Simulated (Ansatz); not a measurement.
**C3H8Te: up Jacob's ladder to CCSD(T)**

An exercise on one series of results from a longer session: the logs are not shown, and one member is left open.

Computed with Ansatz 0.2.0, Gaussian basis. Level: functionals in def2-TZVPP, the program's frozen cores in correlated methods.

The runs, in order: LDA (SPW92), PBE-D4, revPBE-D4, BLYP-D4, r2SCAN-D4, B97M-V, PBE0-D4, B3LYP-D4, r2SCANh-D4, r2SCAN0-D4, HSE06-D4, BHLYP-D4, CAM-B3LYP-D4, LC-ωPBE, ωB97X-V, ωB97M-V, B2PLYP, PBE-QIDH; CCSD(T)/def2-SVP; CCSD(T)/def2-TZVPP; MP2/def2-QZVPP; extrapolation to the limit; RPA on PBE.

### The relaxed structure

The geometry comes from an earlier relaxation with PBE0-D4 in a triple-zeta def2 set; it is a stationary point, not always the lowest conformer. Te takes the def2 core potential; no spin-orbit term is included.

SMILES `CC[Te]C`, 12 atoms, charge 0, spin multiplicity 1.

Atoms are counted from 1 here; the program's logs count them from 0.

Bond lengths: C1–C2 1.515 Å, C1–H5 1.094 Å, C1–H6 1.093 Å, C1–H7 1.093 Å, C2–Te3 2.151 Å, C2–H8 1.091 Å, C2–H9 1.091 Å, Te3–C4 2.137 Å, C4–H10 1.088 Å, C4–H11 1.088 Å, C4–H12 1.089 Å. Angles: C2–C1–H5 110.5°, C2–C1–H6 111.5°, C2–C1–H7 111.5°, H5–C1–H6 107.6°, H5–C1–H7 107.6°, H6–C1–H7 107.9°, C1–C2–Te3 111.0°, C1–C2–H8 111.5°, C1–C2–H9 111.5°, Te3–C2–H8 107.0°, Te3–C2–H9 106.9°, H8–C2–H9 108.7°, C2–Te3–C4 94.6°, Te3–C4–H10 109.9°, Te3–C4–H11 109.9°, Te3–C4–H12 107.3°, H10–C4–H11 110.7°, H10–C4–H12 109.5° and more.

Geometry (Å):

```mol
C3H8Te
  3D, bonds by distance, orders not assigned

 12 11  0  0  0  0  0  0  0  0999 V2000
   -0.1992    2.1194    0.0646 C   0  0
   -0.3893    0.6327   -0.1540 C   0  0
    1.2720   -0.4808    0.6368 Te  0  0
    0.4883   -2.3846    0.0656 C   0  0
   -1.0479    2.6784   -0.3399 H   0  0
   -0.1202    2.3614    1.1271 H   0  0
    0.7037    2.4850   -0.4303 H   0  0
   -1.2855    0.2661    0.3477 H   0  0
   -0.4584    0.3902   -1.2150 H   0  0
    0.3745   -2.4283   -1.0159 H   0  0
   -0.4658   -2.5552    0.5607 H   0  0
    1.2047   -3.1396    0.3867 H   0  0
  1  2  8  0
  2  3  8  0
  3  4  8  0
  1  5  8  0
  1  6  8  0
  1  7  8  0
  2  8  8  0
  2  9  8  0
  4 10  8  0
  4 11  8  0
  4 12  8  0
M  END
```

Set-up of the first run:

The input, in.yaml:

```yaml
crystal:
  periodic: [false, false, false]
  atoms:
    - {symbol: C, position_ang: [-0.199224, 2.119424, 0.064608]}
    - {symbol: C, position_ang: [-0.389296, 0.632732, -0.154007]}
    - {symbol: Te, position_ang: [1.272008, -0.480773, 0.636790]}
    - {symbol: C, position_ang: [0.488260, -2.384569, 0.065563]}
    - {symbol: H, position_ang: [-1.047872, 2.678420, -0.339885]}
    - {symbol: H, position_ang: [-0.120160, 2.361408, 1.127130]}
    - {symbol: H, position_ang: [0.703654, 2.484962, -0.430303]}
    - {symbol: H, position_ang: [-1.285512, 0.266095, 0.347667]}
    - {symbol: H, position_ang: [-0.458353, 0.390223, -1.215012]}
    - {symbol: H, position_ang: [0.374502, -2.428294, -1.015884]}
    - {symbol: H, position_ang: [-0.465761, -2.555219, 0.560652]}
    - {symbol: H, position_ang: [1.204656, -3.139609, 0.386680]}
basis:
  gaussian: {orbitals: def2-TZVPP}
hamiltonian: {xc: lda}
output: {orbitals: {seedname: orbitals}}
```

The run is started by

```bash
$ ansatz run in.yaml --threads 4 --pin off --events-out ev --progress --plain --max-ram 10444MiB
```

Among the steps run: LDA; PBE-D4 (GGA); revPBE-D4 (GGA); BLYP-D4 (GGA); r2SCAN-D4 (meta-GGA); B97M-V (meta-GGA); B3LYP-D4 (hybrid); r2SCANh-D4 (hybrid); r2SCAN0-D4 (hybrid); HSE06-D4 (hybrid); BHLYP-D4 (hybrid); CAM-B3LYP-D4 (range-separated); LC-ωPBE (range-separated); ωB97X-V (range-separated); ωB97M-V (range-separated); B2PLYP (double hybrid); PBE-QIDH (double hybrid).

One table of the session follows, with a row left open; its other results are not shown here.

It belongs to the step «Frontier levels by functional». 

```
  functional  HOMO (eV)  gap (eV)
 LDA (SPW92)      -4.72      3.30
      PBE-D4      -4.58      3.36
   revPBE-D4          ?         ?
     BLYP-D4      -4.43      3.30
   r2SCAN-D4      -4.79      3.80
      B97M-V      -4.82      3.76
     PBE0-D4      -5.61      5.21
    B3LYP-D4      -5.41      4.77
  r2SCANh-D4      -5.17      4.48
  r2SCAN0-D4      -5.74      5.48
    HSE06-D4      -5.22      4.44
    BHLYP-D4      -6.50      6.91
CAM-B3LYP-D4      -6.86      7.41
     LC-ωPBE      -8.15      9.85
     ωB97X-V      -7.84      9.39
     ωB97M-V      -7.74      9.06
```

Estimate the missing values for revPBE-D4.

As computed: HOMO (eV): -4.53; gap (eV): 3.40. In the column «HOMO (eV)» it lies between PBE-D4 (-4.58) and BLYP-D4 (-4.43).
